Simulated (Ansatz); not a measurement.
# Zn (diamond type): how the settings move a single-point run

Question: which choices in the input matter for Zn (diamond type)?

Program: Ansatz 0.2.0. Level of theory: reference: DFT, PBEsol, all-electron LAPW, scalar-relativistic. These are calculated values, not measurements.

1 further run of the same task is left out (for a known fault of the program). Runs told in other sessions of the task aren't counted.

### Step 1. The structure to begin with

The structure is cubic, space group Fd-3m (No. 227). The conventional cell has a = 4.714 Å, b = 4.714 Å, c = 4.714 Å, α = 90.00°, β = 90.00°, γ = 90.00°. Around Zn (site symmetry -43m) lie 4 Zn at 2.04 Å.

Structure file:

```cif
data_structure
_symmetry_space_group_name_H-M 'P 1'
_symmetry_Int_Tables_number 1
_cell_length_a 3.3331
_cell_length_b 3.3331
_cell_length_c 3.3331
_cell_angle_alpha 60.000
_cell_angle_beta 60.000
_cell_angle_gamma 60.000
_cell_volume 26.18
loop_
_atom_site_label
_atom_site_type_symbol
_atom_site_fract_x
_atom_site_fract_y
_atom_site_fract_z
_atom_site_occupancy
Zn1 Zn 0.87500 0.87500 0.87500 1
Zn2 Zn 0.12500 0.12500 0.12500 1
```

### Step 2. Baseline

The input, input.yaml:

```yaml
crystal:
  lattice:
    - [0.0, 2.3568476486, 2.3568476486]
    - [2.3568476486, 0.0, 2.3568476486]
    - [2.3568476486, 2.3568476486, 0.0]
  atoms:
    - { symbol: Zn, position: [-0.125, -0.125, -0.125] }
    - { symbol: Zn, position: [0.125, 0.125, 0.125] }
kpoints:
  mp_grid: { grid: [13, 13, 13] }
scf:
  occupations: { method: fermi_dirac, width: 0.05 }
hamiltonian:
  xc: pbesol
  pseudopotentials: { kind: all_electron, lapw: { basis_error: 0.001 } }
output:
  forces: true
  stress: true
  eigenvalues: true
  populations: true
```

On the command line:

```console
$ ansatz run input.yaml --threads 1 --pin off --max-ram 2048MiB --backend cpu --events-out ev --progress --plain --runs-dir out
```

### Step 3. Variant: mp_grid.shift [0.5, 0.5, 0.5], dispersion d3bjatm

Changes to input.yaml since step 2:

```diff
@@ -9,3 +9,3 @@
 kpoints:
-  mp_grid: { grid: [13, 13, 13] }
+  mp_grid: { grid: [13, 13, 13], shift: [0.5, 0.5, 0.5] }
 scf:
@@ -15,2 +15,3 @@
   pseudopotentials: { kind: all_electron, lapw: { basis_error: 0.001 } }
+  dispersion: d3bjatm
 output:
```

What does the calculation give? Wanted: for each run, ending; energy change; pressure; gap; force.

As calculated:

| run | ending | energy change | pressure (GPa) | gap (eV) | force (eV/Å) | cycles | time |
| --- | --- | --- | --- | --- | --- | --- | --- |
| reference | converged | 0 | 75.6 | 0.00 | 0.00 | 8 | 24 s |
| 1: mp_grid.shift [0.5, 0.5, 0.5], dispersion d3bjatm | converged | -360.8 meV/atom (dispersion and other settings together) | 71.9 | 0.00 | 0.00 | 8 | 66 s |

Residual by cycle in the longest SCF loop of each run; runs are numbered as in the table. The quantity is the density residual dr2, in eV.

| cycle | reference | run 1 |
| --- | --- | --- |
| 1 | 0.189 | 0.189 |
| 2 | 0.0057 | 0.00566 |
| 3 | 0.0208 | 0.0204 |
| 4 | 0.00305 | 0.00295 |
| 5 | 7.8e-5 | 7.4e-5 |
| 6 | 1.6e-5 | 1.6e-5 |
| 7 | 2.8e-7 | 2.8e-7 |
| 8 | 6.4e-9 | 6.6e-9 |

The energy moves by -360.8 meV/atom, nearly all of it the dispersion term itself (-365.4 meV/atom); that offset belongs to the model and is no gain or loss of stability; the pressure goes from 75.6 to 71.9 GPa. The structure is not at rest: the sound run finds 76 GPa, so these are no properties of the relaxed crystal. 
